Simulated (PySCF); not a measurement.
# Ir⁻: electron affinity in aug-cc-pwCVTZ-PP with ECP60

Aim: the electron affinity of iridium from differences of total energies, at each level of theory, and how far each lands from the tabulated value where there is one.

Method: unrestricted determinants in a Gaussian basis, no spin-orbit coupling in the energies. Code: PySCF 2.14.0.

## 1. The atom as given

* Element: iridium (Z = 77)
* Basis: aug-cc-pwCVTZ-PP with ECP60MDF
* Hamiltonian: a scalar-relativistic core potential
* State 1: Ir⁻: [Xe] 4f14 5d8 6s2, high-spin 3F determinant
* Needed too, but not shown: Ir [Xe] 4f14 5d7 6s2 (4F)
* Methods: UHF, LDA, PBE, PBE0, r2SCAN, HSE06, MN15, BHandHLYP, MP2
* Core shells frozen in the correlated runs: valence: 5s2 5p6; valence and next inner shell: nothing (for Ir⁻)

The outer shells:

Ir- [Xe] 4f14 5d8 6s2
```
[Xe] core
4f [↑↓][↑↓][↑↓][↑↓][↑↓][↑↓][↑↓]
5d [↑↓][↑↓][↑↓][↑ ][↑ ]
6s [↑↓]
```

The runs were made by one driver on top of PySCF. The scripts below sum up each run's settings (the driver also hands on starting orbitals that pick excited configurations, and frozen orbitals as a list rather than a count), and the logs come from the driver's own runs. The driver starts from symmetry-adapted Hartree-Fock orbitals, holds the occupation by maximum overlap and uses a logarithmic radial grid for functionals, so a plain start would take other cycles.

The integrals over 122 functions and the set-up took 1.8 s of CPU time.

## 2. Ir⁻, method by method

#### UHF

input.py reads:

```python
from pyscf import gto, scf, dft, mp, cc
import basis_set_exchange as bse
txt = bse.get_basis("aug-cc-pwCVTZ-PP", elements=["Ir"], fmt="nwchem", header=False)
cut = txt.index("\nECP")
mol = gto.M(atom="Ir 0 0 0", charge=-1, spin=2, symmetry="D2h",
            basis=gto.basis.parse(txt[:cut]),
            ecp={"Ir": gto.basis.parse_ecp(txt[cut:])})
mf = scf.UHF(mol)
mf.irrep_nelec = {'Ag': (4, 2), 'B1g': (1, 1), 'B2g': (1, 1), 'B3g': (1, 1), 'B1u': (1, 1), 'B2u': (1, 1), 'B3u': (1, 1)}
mf.kernel()
```

#### LDA

Changes to input.py:

```diff
@@ -7,3 +7,3 @@
             ecp={"Ir": gto.basis.parse_ecp(txt[cut:])})
-mf = scf.UHF(mol)
+mf = dft.UKS(mol, xc="LDA,VWN")
 mf.irrep_nelec = {'Ag': (4, 2), 'B1g': (1, 1), 'B2g': (1, 1), 'B3g': (1, 1), 'B1u': (1, 1), 'B2u': (1, 1), 'B3u': (1, 1)}
```

#### PBE

Changes to input.py:

```diff
@@ -7,3 +7,3 @@
             ecp={"Ir": gto.basis.parse_ecp(txt[cut:])})
-mf = dft.UKS(mol, xc="LDA,VWN")
+mf = dft.UKS(mol, xc="PBE")
 mf.irrep_nelec = {'Ag': (4, 2), 'B1g': (1, 1), 'B2g': (1, 1), 'B3g': (1, 1), 'B1u': (1, 1), 'B2u': (1, 1), 'B3u': (1, 1)}
```

#### PBE0

Changes to input.py:

```diff
@@ -7,3 +7,3 @@
             ecp={"Ir": gto.basis.parse_ecp(txt[cut:])})
-mf = dft.UKS(mol, xc="PBE")
+mf = dft.UKS(mol, xc="PBE0")
 mf.irrep_nelec = {'Ag': (4, 2), 'B1g': (1, 1), 'B2g': (1, 1), 'B3g': (1, 1), 'B1u': (1, 1), 'B2u': (1, 1), 'B3u': (1, 1)}
```

#### r2SCAN

Changes to input.py:

```diff
@@ -7,3 +7,3 @@
             ecp={"Ir": gto.basis.parse_ecp(txt[cut:])})
-mf = dft.UKS(mol, xc="PBE0")
+mf = dft.UKS(mol, xc="R2SCAN")
 mf.irrep_nelec = {'Ag': (4, 2), 'B1g': (1, 1), 'B2g': (1, 1), 'B3g': (1, 1), 'B1u': (1, 1), 'B2u': (1, 1), 'B3u': (1, 1)}
```

#### HSE06

Changes to input.py:

```diff
@@ -7,3 +7,3 @@
             ecp={"Ir": gto.basis.parse_ecp(txt[cut:])})
-mf = dft.UKS(mol, xc="R2SCAN")
+mf = dft.UKS(mol, xc="HSE06")
 mf.irrep_nelec = {'Ag': (4, 2), 'B1g': (1, 1), 'B2g': (1, 1), 'B3g': (1, 1), 'B1u': (1, 1), 'B2u': (1, 1), 'B3u': (1, 1)}
```

#### MN15

Changes to input.py:

```diff
@@ -7,3 +7,3 @@
             ecp={"Ir": gto.basis.parse_ecp(txt[cut:])})
-mf = dft.UKS(mol, xc="HSE06")
+mf = dft.UKS(mol, xc="MN15")
 mf.irrep_nelec = {'Ag': (4, 2), 'B1g': (1, 1), 'B2g': (1, 1), 'B3g': (1, 1), 'B1u': (1, 1), 'B2u': (1, 1), 'B3u': (1, 1)}
```

#### BHandHLYP

Changes to input.py:

```diff
@@ -7,3 +7,3 @@
             ecp={"Ir": gto.basis.parse_ecp(txt[cut:])})
-mf = dft.UKS(mol, xc="MN15")
+mf = dft.UKS(mol, xc="BHANDHLYP")
 mf.irrep_nelec = {'Ag': (4, 2), 'B1g': (1, 1), 'B2g': (1, 1), 'B3g': (1, 1), 'B1u': (1, 1), 'B2u': (1, 1), 'B3u': (1, 1)}
```

#### MP2 (valence)

Changes to input.py:

```diff
@@ -7,4 +7,5 @@
             ecp={"Ir": gto.basis.parse_ecp(txt[cut:])})
-mf = dft.UKS(mol, xc="BHANDHLYP")
+mf = scf.UHF(mol)
 mf.irrep_nelec = {'Ag': (4, 2), 'B1g': (1, 1), 'B2g': (1, 1), 'B3g': (1, 1), 'B1u': (1, 1), 'B2u': (1, 1), 'B3u': (1, 1)}
 mf.kernel()
+mp.UMP2(mf, frozen=4).kernel()
```

## 3. Ir⁻, continued

#### MP2 (valence and next inner shell)

Changes to input.py since step 2:

```diff
@@ -10,2 +10,2 @@
 mf.kernel()
-mp.UMP2(mf, frozen=4).kernel()
+mp.UMP2(mf, frozen=0).kernel()
```

**Question.** What will these runs give?

The runs gave:

```
             quantity                                                                     value
electron affinity, Ir  UHF -0.004, MP2 (valence and next inner shell) 1.533 eV; reference 1.564
```

The methods span 2.221 eV, from UHF (-0.004) to LDA (2.216). The reference is uncertain or not like for like (spin-orbit coupling or other relativistic terms), so no ranking of close methods is drawn. All values hold for this basis alone; no basis-set limit was taken.
